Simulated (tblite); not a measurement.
# ClF2H2Li: the cost of one run

Programs: tblite 0.8.0 and PySCF 2.14.0. All values are calculated, for the isolated system unless a continuum is named. Atoms count from 0, parts from 1.

## (1) The system as given

6 atoms, charge 0, multiplicity 1; geometry: parts in contact. Parts: 1 = atoms 0–1, `[Li][Cl]`, charge 0; 2 = atoms 2–3, `F`, charge 0; 3 = atoms 4–5, `F`, charge 0. In the given geometry H5 has moved to Cl1 of another part (1.37 Å), so values for the parts refer to these atom groups.

## (2) Docking the parts with GFN2-xTB

Job settings and geometry (Å):

```
{"job": {"kind": "dock", "xc": "GFN2-xTB", "basis": "xTB"}, "charge": 0, "multiplicity": 1, "parts": [{"atoms": "0-1", "charge": 0, "multiplicity": 1}, {"atoms": "2-3", "charge": 0, "multiplicity": 1}, {"atoms": "4-5", "charge": 0, "multiplicity": 1}]}
Li     1.289248     0.823365     0.596183
Cl    -1.085255     0.036002     0.394221
F      1.715206    -0.817991     1.627406
H      0.933864    -1.094878     2.012890
F      0.460386     1.831637     1.601500
H     -0.455909     0.981790     1.168566
```

Level: GFN2-xTB search for minima from random contacts, gas phase.

Started as:

```bash
$ OMP_NUM_THREADS=1 python cluster_run.py task.json out
```

This one command runs all jobs of the session in turn.

**Question.** How long does this first job take on 1 thread of AMD EPYC 7R43, shared host?

About 5.7 s.
